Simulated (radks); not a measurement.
**Polarisabilities and dispersion coefficients of Re, Os⁺, Ir²⁺ and others**

The task here is to estimate one member of a computed series from the others.

Program: radks (a radial shooting solver on a logarithmic mesh, Libxc functionals) version 1. Level of theory: non-relativistic Kohn-Sham, PBE, spin-polarised, spherical densities, point nucleus; open shells are filled with parallel spins first. These are calculated values, not measurements, unless marked.

**Starting point**

- species: Re ([Xe] 4f14 5d5 6s2), Os⁺ ([Xe] 4f14 5d6 6s1), Ir²⁺ ([Xe] 4f14 5d7), Pt³⁺ ([Xe] 4f14 5d7), Au⁴⁺ ([Xe] 4f14 5d7), Hg⁵⁺ ([Xe] 4f14 5d7), Tl⁶⁺ ([Xe] 4f14 5d7), Pb⁷⁺ ([Xe] 4f14 5d7), Bi⁸⁺ ([Xe] 4f14 5d7)

Set-up of the first run:

Settings of this run:

```text
Z 75
configuration [Xe] 4f14 5d5 6s2
relativity non-relativistic
functional pbe,pbe
spin polarised
nucleus point
response adiabatic LDA kernel
```

Among the steps run: Re, [Xe] 4f14 5d5 6s2; Os⁺, [Xe] 4f14 5d6 6s1; Ir²⁺, [Xe] 4f14 5d7; Pt³⁺, [Xe] 4f14 5d7; Au⁴⁺, [Xe] 4f14 5d7; Hg⁵⁺, [Xe] 4f14 5d7; Tl⁶⁺, [Xe] 4f14 5d7; Pb⁷⁺, [Xe] 4f14 5d7; Bi⁸⁺, [Xe] 4f14 5d7.

One table of the session follows, with a row left open; its other results are not shown here.

```
species  −ε(HOMO) (eV)  α (bohr³)  α uncoupled (bohr³)  C6 (hartree bohr⁶)
     Re          4.109      90.35                177.5                1098
    Os⁺         12.000      35.32                58.50               278.7
   Ir²⁺         23.976      9.407                14.35               60.50
   Pt³⁺         38.528      5.847                8.851               33.36
   Au⁴⁺              ?          ?                    ?                   ?
   Hg⁵⁺         72.948      3.024                4.566               14.04
   Tl⁶⁺         92.510      2.356                3.560               9.981
   Pb⁷⁺         113.52      1.897                2.867               7.377
   Bi⁸⁺         135.92      1.565                2.367               5.615
```

Estimate the missing values for Au⁴⁺.

The run gave: −ε(HOMO) (eV): 54.914; α (bohr³): 4.063; α uncoupled (bohr³): 6.137; C6 (hartree bohr⁶): 20.82. In the column «−ε(HOMO) (eV)» it lies between Pt³⁺ (38.528) and Hg⁵⁺ (72.948).

Uncoupled leaves out the potential induced by the response; For heavy and open-shell atoms this level can miss by tens of per cent.
